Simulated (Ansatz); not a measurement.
# GeB3Br3: the cost of one run

Computed with Ansatz 0.2.0 (reference: DFT PBE, plane waves, PAW, scalar-relativistic, no spin polarisation, unless a step's input says otherwise).

1 further run of the same task is left out (it didn't finish).

## (1) The structure to begin with

The structure is cubic, space group Pm-3m (No. 221). Conventional cell: a = 5.194 Å, b = 5.194 Å, c = 5.194 Å, α = 90.00°, β = 90.00°, γ = 90.00°. B (site symmetry 4/mmm) is surrounded by 2 Ge at 2.60 Å and 4 Br at 2.60 Å. Ge (site symmetry m-3m) is surrounded by 6 B at 2.60 Å. Around Br (site symmetry 4/mmm) lie 4 B at 2.60 Å.

Structure file:

```cif
data_structure
_symmetry_space_group_name_H-M 'P 1'
_symmetry_Int_Tables_number 1
_cell_length_a 5.1943
_cell_length_b 5.1943
_cell_length_c 5.1943
_cell_angle_alpha 90.000
_cell_angle_beta 90.000
_cell_angle_gamma 90.000
_cell_volume 140.15
loop_
_atom_site_label
_atom_site_type_symbol
_atom_site_fract_x
_atom_site_fract_y
_atom_site_fract_z
_atom_site_occupancy
B1 B 0.50000 0.50000 0.00000 1
B2 B 0.00000 0.50000 0.50000 1
B3 B 0.50000 0.00000 0.50000 1
Ge1 Ge 0.50000 0.50000 0.50000 1
Br1 Br 0.50000 0.00000 0.00000 1
Br2 Br 0.00000 0.50000 0.00000 1
Br3 Br 0.00000 0.00000 0.50000 1
```

## (2) The reference run

Input file input.yaml:

```yaml
crystal:
  lattice:
    - [5.19433, 0.0, 0.0]
    - [0.0, 5.19433, 0.0]
    - [0.0, 0.0, 5.19433]
  atoms:
    - { symbol: B, position: [0.5, 0.5, 0.0] }
    - { symbol: B, position: [0.0, 0.5, 0.5] }
    - { symbol: B, position: [0.5, 0.0, 0.5] }
    - { symbol: Ge, position: [0.5, 0.5, 0.5] }
    - { symbol: Br, position: [0.5, 0.0, 0.0] }
    - { symbol: Br, position: [0.0, 0.5, 0.0] }
    - { symbol: Br, position: [0.0, 0.0, 0.5] }
  symmetry: { tolerance: 0.0003 }
kpoints:
  mp_grid: { grid: [4, 4, 4], shift: [0, 0, 0] }
magnetization:
  spin_polarized: false
scf:
  occupations: { method: gaussian, width: 0.0332 }
hamiltonian:
  pseudopotentials: { kind: paw }
  xc: pbe
basis:
  ecutwfc: 420
output:
  forces: true
  stress: true
  eigenvalues: true
```

Command:

```bash
ansatz run input.yaml --threads 1 --pin off --max-ram 2560MiB --backend cpu --events-out ev --progress --plain --runs-dir out
```

Q: Estimate wall time and peak memory on 1 thread of Arm Neoverse V1, shared host.

About 3.2 s, with a peak of 0.36 GiB.
